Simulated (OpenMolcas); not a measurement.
# One shape, several levels: As4 (arsenic tetramer)

Aim: a comparison of 6 runs (HF/cc-pVDZ, B2PLYP/cc-pVDZ, BHLYP/cc-pVDZ, PBE/cc-pVDZ, SVWN5/cc-pVDZ, MP2/cc-pVDZ) of As4 (arsenic tetramer). 

Program for the calculation: OpenMolcas 26.06.

1 further run of the same task is left out (it didn't finish).

## (1) The system as given

As4 has 4 atoms, charge 0, and is taken as a singlet. As SMILES, `[As]12[As]3[As]1[As]23`. Geometry: relaxed at PBE0-D4/def2-TZVP.

Bond lengths: As1–As2 2.424 Å, As1–As3 2.424 Å, As2–As3 2.424 Å, As1–As4 2.424 Å, As2–As4 2.424 Å, As3–As4 2.424 Å. Some angles: As1–As2–As3 60.0°, As1–As2–As4 60.0°, As3–As2–As4 60.0°, As2–As1–As3 60.0°, As2–As1–As4 60.0°, As3–As1–As4 60.0°, As1–As3–As2 60.0°, As1–As3–As4 60.0°, As2–As3–As4 60.0°, As1–As4–As2 60.0°.

## (2) Energy and gradient at HF/cc-pVDZ (run 1)

File job.input:

```
* As4 Hartree-Fock
>>> EXPORT MOLCAS_PRINT=2
&GATEWAY
BASLIB=$CurrDir
COORD
4
angstrom
As       0.408230      -1.037610       0.980150
As      -0.244980       1.281220       0.708840
As      -1.243230      -0.430680      -0.687660
As       1.079970       0.187070      -1.001320
BASIS=cc-pVDZ
GROUP=NoSym
&SEWARD
&SCF
THRESHOLDS=1e-10 1e-07 1e-07 1e-05
PRORBITALS=1 1
&ALASKA
```

The basis set cc-pVDZ is read from a file made from the Basis Set Exchange's data (not shown).

Command:

```bash
export MOLCAS_MEM=1860
pymolcas job.input > job.log
```

Output:

```text
--- Start Module: gateway ---
[...]
--- Stop Module: gateway /rc=_RC_ALL_IS_WELL_ ---
[...]
      Basis functions          108
[...]
--- Start Module: scf ---
[...]
       Convergence after  11 Iterations
[...]
::    Total SCF energy                              -8936.7629198630
[...]
      Total spin, S                                     0.0000000000
[...]
      Total electronic charge=  132.000000
      Total            charge=   -0.000000
[...]
      Dipole Moment (debye):
      Origin of the operator (angstrom)=   -0.0000    0.0000    0.0000
                   X=  1.1538E-08               Y= -2.0671E-06               Z= -2.4026E-07           Total=  2.0810E-06
      Quadrupole Moment (debye*angstrom):
[...]
--- Stop Module: scf /rc=_RC_ALL_IS_WELL_ ---
[...]
--- Start Module: alaska ---
[...]
 *              Molecular gradients               *
 **************************************************
  Irreducible representation: a
 ------------------------------------------------------------------------------------------
                              X                       Y                       Z
 ------------------------------------------------------------------------------------------
  AS1               8.55554920775603E-06   -2.31393502758692E-05    2.28104167518950E-05
  AS2              -5.16026078756227E-06    3.00411899445407E-05    1.80632748154608E-05
  AS3              -2.75320831519821E-05   -1.08233049900264E-05   -1.66783599198084E-05
  AS4               2.41367947353410E-05    3.92146520056258E-06   -2.41953318322885E-05
 ------------------------------------------------------------------------------------------
--- Stop Module: alaska /rc=_RC_ALL_IS_WELL_ ---
[...]
```

Wall time 64 s (1 thread of Intel Xeon Platinum 8259CL at 2.50GHz (Skylake/Cascade Lake), shared host); peak memory 0.63 GiB.

## (3) A single-point energy at B2PLYP/cc-pVDZ (run 2)

File struct.xyz:

```xyz
4

As     0.408230    -1.037610     0.980150
As    -0.244980     1.281220     0.708840
As    -1.243230    -0.430680    -0.687660
As     1.079970     0.187070    -1.001320
```

File test.input:

```
* As4 Kohn-Sham DFT
>>> EXPORT MOLCAS_PRINT=2

&GATEWAY
  BASLIB=$CurrDir
  COORD=struct.xyz
  BASIS=cc-pVDZ
  GROUP=NoSym

&SEWARD
  GRIDINPUT
  Grid=UltraFine
  End of Grid

&SCF
  KSDFT=B2PLYP_SCF
  THRESHOLDS=1e-10 1e-07 1e-07 1e-05
  PRORBITALS=1 2

&MBPT2
  FROZEN=36
```

The basis set cc-pVDZ is read from a file made from the Basis Set Exchange's data (not shown).

Command:

```bash
export MOLCAS_MEM=1860
pymolcas test.input > test.log
```

Output:

```text
--- Start Module: gateway ---
[...]
--- Stop Module: gateway /rc=_RC_ALL_IS_WELL_ ---
[...]
      Basis functions          108
[...]
--- Start Module: scf ---
[...]
       Convergence after  11 Iterations
[...]
::    Total KS-DFT energy                           -8941.6722639554
[...]
      Total spin, S                                     0.0000000000
[...]
      Total electronic charge=  132.000000
      Total            charge=   -0.000000
[...]
      Dipole Moment (debye):
      Origin of the operator (angstrom)=   -0.0000    0.0000    0.0000
                   X=  1.5445E-06               Y= -3.4923E-06               Z= -7.0396E-07           Total=  3.8830E-06
      Quadrupole Moment (debye*angstrom):
[...]
--- Stop Module: scf /rc=_RC_ALL_IS_WELL_ ---
[...]
--- Start Module: mbpt2 ---
[...]
 ###    WARNING: MP2 implementation intended for RHF references only         ###
 ###############################################################################
MBPT2 WARNING: Reference function according to RunFile:KS-DFT
I'll assume you know what you're doing and continue
WARNING!
Default frozen orbitals as non valence orbitals is overwritten by user input.
Default values:  56
[...]
       Reference weight ( Cref**2 )         =        0.66657
::    Total MBPT2 energy                            -8942.3124644254
[...]
      Total MBPT2 calculations                           1.57      1.83
--- Stop Module: mbpt2 /rc=_RC_ALL_IS_WELL_ ---
[...]
```

Run time: 52 s. Hardware: 1 thread of Intel Xeon Platinum 8259CL at 2.50GHz (Skylake/Cascade Lake), shared host; peak memory 0.63 GiB.

Runs 3 to 5 aren't shown in full; the table further down has their settings and results.

## (4) The energy at MP2/cc-pVDZ (run 6)

File input.xyz:

```xyz
4

As     0.408230    -1.037610     0.980150
As    -0.244980     1.281220     0.708840
As    -1.243230    -0.430680    -0.687660
As     1.079970     0.187070    -1.001320
```

File job.input:

```
* As4 MP2

&GATEWAY
  BasLib = $CurrDir
  Coord = input.xyz
  Basis = cc-pVDZ
  Group = NoSym

&SEWARD

&SCF
  Thresholds = 1e-10 1e-07 1e-07 1e-05
  PrOrbitals = 1 2

&MBPT2
  Frozen = 36
```

The basis set cc-pVDZ is read from a file made from the Basis Set Exchange's data (not shown).

Command:

```bash
export MOLCAS_MEM=1860
pymolcas job.input > job.log
```

Output:

```text
--- Start Module: gateway ---
[...]
--- Stop Module: gateway /rc=_RC_ALL_IS_WELL_ ---
[...]
      Basis functions          108
[...]
--- Start Module: scf ---
[...]
       Convergence after  11 Iterations
[...]
::    Total SCF energy                              -8936.7629198630
[...]
      Total spin, S                                     0.0000000000
[...]
      Total electronic charge=  132.000000
      Total            charge=   -0.000000
[...]
      Dipole Moment (debye):
      Origin of the operator (angstrom)=   -0.0000    0.0000    0.0000
                   X=  1.1538E-08               Y= -2.0671E-06               Z= -2.4026E-07           Total=  2.0810E-06
      Quadrupole Moment (debye*angstrom):
[...]
--- Stop Module: scf /rc=_RC_ALL_IS_WELL_ ---
[...]
--- Start Module: mbpt2 ---
[...]
WARNING!
Default frozen orbitals as non valence orbitals is overwritten by user input.
Default values:  56
[...]
       Reference weight ( Cref**2 )         =        0.77437
::    Total MBPT2 energy                            -8937.2569375280
[...]
      Total MBPT2 calculations                           1.79      2.04
--- Stop Module: mbpt2 /rc=_RC_ALL_IS_WELL_ ---
[...]
```

It took 30 s on 1 thread of Intel Xeon Platinum 8259CL at 2.50GHz (Skylake/Cascade Lake), shared host; peak memory 0.63 GiB.

## (5) Overview of the runs

| run | level | task | frozen core orbitals | energy (Eh) | dipole moment (D) of the reference | HOMO energy (eV) | LUMO energy (eV) | wall time |
| --- | --- | --- | --- | --- | --- | --- | --- | --- |
| 1 | HF/cc-pVDZ | gradient | – | -8936.762920 | 0.00 | -8.92 | 2.10 | 64 s |
| 2 | B2PLYP/cc-pVDZ | energy | 36 | -8941.845118 | 0.00 | -7.61 | 0.24 | 52 s |
| 3 | BHLYP/cc-pVDZ | gradient | – | -8943.419545 | 0.00 | -7.70 | -0.05 | 93 s |
| 4 | PBE/cc-pVDZ | gradient | – | -8942.177445 | 0.00 | -6.02 | -1.63 | 85 s |
| 5 | SVWN5/cc-pVDZ | gradient | – | -8930.446563 | 0.00 | -6.17 | -1.81 | 72 s |
| 6 | MP2/cc-pVDZ | energy | 36 | -8937.256938 | 0.00 | -8.92 | 2.10 | 30 s |

## (6) Outcome

| quantity | value |
| --- | --- |
| run 6: total energy | -8937.25694 Eh |
| run 6: dipole moment (mean-field density) | 0.00 D |
| run 6: HOMO energy (Hartree–Fock orbitals) | -8.92 eV |
| run 6: LUMO energy (Hartree–Fock orbitals) | 2.10 eV |
| run 6: HOMO–LUMO gap (Hartree–Fock orbitals) | 11.02 eV |
| run 6: correlation energy (36 core orbitals frozen) | -494.0 mEh |

In words: Over runs 1, 2, 3, 4, 5 the HOMO–LUMO gap runs from 4.36 eV (SVWN5/cc-pVDZ) to 11.02 eV (HF/cc-pVDZ). Exact exchange widens orbital gaps. For B2PLYP the log adds the whole second-order term; the table takes 0.27 of it, as the functional is defined. Totals of different functionals can't be ranked against each other. All runs together took 6.6 min, the longest 93 s.
